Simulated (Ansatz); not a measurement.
# SiGe4H10: small, medium and large basis sets

Aim: see how fast density functionals converge with the basis set for SiGe4H10.

Method: one geometry, several basis sets; program: Ansatz 0.2.0, Gaussian basis.

The runs, in order: PBE0-D4/def2-SVP; ωB97M-V/def2-SVP; PBE0-D4/def2-QZVPP; ωB97M-V/def2-QZVPP; the functionals' def2-TZVPP values are taken from earlier runs.

### 1 The relaxed structure

The geometry comes from an earlier relaxation with PBE0-D4 in a triple-zeta def2 set; it is a stationary point, not always the lowest conformer.

SMILES `[SiH2]1[GeH2][GeH2][GeH2][GeH2]1`, 15 atoms, charge 0, spin multiplicity 1.

Atoms are counted from 1 here; the program's logs count them from 0.

Bond lengths: Si1–Ge2 2.384 Å, Si1–Ge5 2.384 Å, Si1–H6 1.488 Å, Si1–H7 1.490 Å, Ge2–Ge3 2.438 Å, Ge2–H8 1.539 Å, Ge2–H9 1.541 Å, Ge3–Ge4 2.440 Å, Ge3–H10 1.540 Å, Ge3–H11 1.539 Å, Ge4–Ge5 2.436 Å, Ge4–H12 1.540 Å, Ge4–H13 1.539 Å, Ge5–H14 1.541 Å, Ge5–H15 1.538 Å. Angles: Ge2–Si1–Ge5 103.7°, Ge2–Si1–H6 113.0°, Ge2–Si1–H7 109.0°, Ge5–Si1–H6 113.2°, Ge5–Si1–H7 108.9°, H6–Si1–H7 108.9°, Si1–Ge2–Ge3 104.6°, Si1–Ge2–H8 113.2°, Si1–Ge2–H9 109.5°, Ge3–Ge2–H8 112.1°, Ge3–Ge2–H9 109.0°, H8–Ge2–H9 108.3°, Ge2–Ge3–Ge4 105.7°, Ge2–Ge3–H10 110.2°, Ge2–Ge3–H11 111.1°, Ge4–Ge3–H10 110.2°, Ge4–Ge3–H11 111.3°, H10–Ge3–H11 108.3° and more.

### 2 PBE0-D4 in def2-SVP

in.yaml

```yaml
crystal:
  periodic: [false, false, false]
  atoms:
    - {symbol: Si, position_ang: [-1.664320, -0.962238, 0.580736]}
    - {symbol: Ge, position_ang: [0.519563, -1.905520, 0.417475]}
    - {symbol: Ge, position_ang: [1.772123, -0.325230, -0.952362]}
    - {symbol: Ge, position_ang: [0.563139, 1.788518, -0.795318]}
    - {symbol: Ge, position_ang: [-1.254551, 1.378104, 0.772974]}
    - {symbol: H, position_ang: [-2.452178, -1.514053, 1.715833]}
    - {symbol: H, position_ang: [-2.401101, -1.220785, -0.687903]}
    - {symbol: H, position_ang: [0.523842, -3.322029, -0.182921]}
    - {symbol: H, position_ang: [1.156486, -1.971038, 1.818712]}
    - {symbol: H, position_ang: [1.815051, -0.805228, -2.414531]}
    - {symbol: H, position_ang: [3.219217, -0.180546, -0.449088]}
    - {symbol: H, position_ang: [-0.011167, 2.165132, -2.173510]}
    - {symbol: H, position_ang: [1.476340, 2.933204, -0.322682]}
    - {symbol: H, position_ang: [-0.770726, 1.699982, 2.199846]}
    - {symbol: H, position_ang: [-2.491719, 2.241727, 0.472740]}
basis:
  gaussian: {orbitals: def2-SVP}
hamiltonian: {xc: pbe0, dispersion: d4}
output: {orbitals: {seedname: orbitals}}
```

The runs that follow: ωB97M-V in def2-SVP; PBE0-D4 in def2-QZVPP; ωB97M-V in def2-QZVPP.

**Question.** What will the summary of the whole plan be? Wanted: PBE0-D4: double and triple zeta above quadruple; ωB97M-V: double and triple zeta above quadruple.

As calculated:

```
                                       quantity           value
PBE0-D4: double and triple zeta above quadruple  36.40, 5.13 eV
ωB97M-V: double and triple zeta above quadruple  36.23, 5.00 eV
```

**Reading.** For PBE0-D4 the step from double to triple zeta gains 31.27 eV and the next only 5.13 eV. These are total energies; as a rule much of such shifts cancels in differences, which this series doesn't test.
